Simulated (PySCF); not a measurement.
**RhSe₂⁺: structure of the triplet**

Aim: relax RhSe₂⁺ as a triplet from a linear start, check by its vibrations whether the end is a minimum, and collect its spectrum and constants.

The runs use PySCF 2.14.0; PBE0, basis Rh def2-TZVP with ECP28, Se def2-TZVP, scalar-relativistic core potentials, no spin–orbit coupling, density fitting.

**1. The system as given**

3 atoms, charge 1, spin multiplicity 3.

Bond lengths: Rh1–Se2 2.127 Å, Rh1–Se3 2.127 Å. Angles: Se2–Rh1–Se3 180.0°.

Coordinates in bohr (charge 1 multiplicity 3):
```
Rh    0.0000    0.0000    0.0000
Se    0.0000    0.0000    4.0187
Se    0.0000    0.0000   -4.0187
```

**2. Relaxing the triplet from the linear start**

The steps below are one call of a driver around PySCF. For each, scf.py gives the equivalent set-up of the SCF; relaxations use the driver's own optimiser. Before each start the driver seeks the lowest SCF state from one or more starting densities and follows internal instabilities, so scf.py alone need not reach the same state.

The program finds D∞h symmetry in the start, which this walk keeps.

Input file scf.py:

```python
from pyscf import gto, scf, dft
mol = gto.M(atom='''
Rh     0.000000     0.000000     0.000000
Se     0.000000     0.000000     2.126600
Se     0.000000     0.000000    -2.126600''',
    basis={'Rh': 'def2-TZVP', 'Se': 'def2-TZVP'},
    ecp={'Rh': 'def2-TZVP'},
    charge=1, spin=2)
mf = dft.UKS(mol, xc='PBE0')
mf.grids.atom_grid = (50, 194)
aux = {'Rh': 'def2-universal-JKFIT', 'Se': 'def2-universal-JKFIT'}
mf = mf.density_fit(auxbasis=aux)
mf.kernel()
```

The runs that follow: Releasing the symmetry; Hessian and properties.

Q: Predict the outcome of this session. Wanted: minimum; geometry; wavenumbers; dipole moment; highest occupied, lowest empty level; polar-tensor charge of Rh1; zero-point energy; ⟨S²⟩.

**Answer**, as computed:

| quantity | value |
| --- | --- |
| minimum | broken-symmetry (Ms = 1), C∞v |
| geometry | Rh–Se 2.303 Å, Rh–Se 2.414 Å; Se–Rh–Se 180.0° |
| wavenumbers (cm⁻¹) | 50, 50, 179, 264 |
| dipole moment (centre of mass) | 0.49 D |
| highest occupied, lowest empty level (either spin) | -13.16, -9.66 eV |
| polar-tensor charge of Rh1 | +0.32 e |
| zero-point energy | 3.2 kJ/mol |
| entropy at 298.15 K | 329.9 J/(mol K) |
| ⟨S²⟩ | 3.750 |

**Reading.** The linear start (D∞h) ends in a minimum of C∞v symmetry. The determinant is spin-contaminated (⟨S²⟩ = 3.75 against 2.00), so it is no pure spin state. In the infrared the band at 264 cm⁻¹ (stretch) leads. Other starts or spin states, not run here, may lie lower. The SCF density has lower symmetry than the nuclear frame. Modes under about 90 cm⁻¹ are uncertain by tens of cm⁻¹. Open d and f shells are described by one determinant, and the ground state may have another occupation or spin.
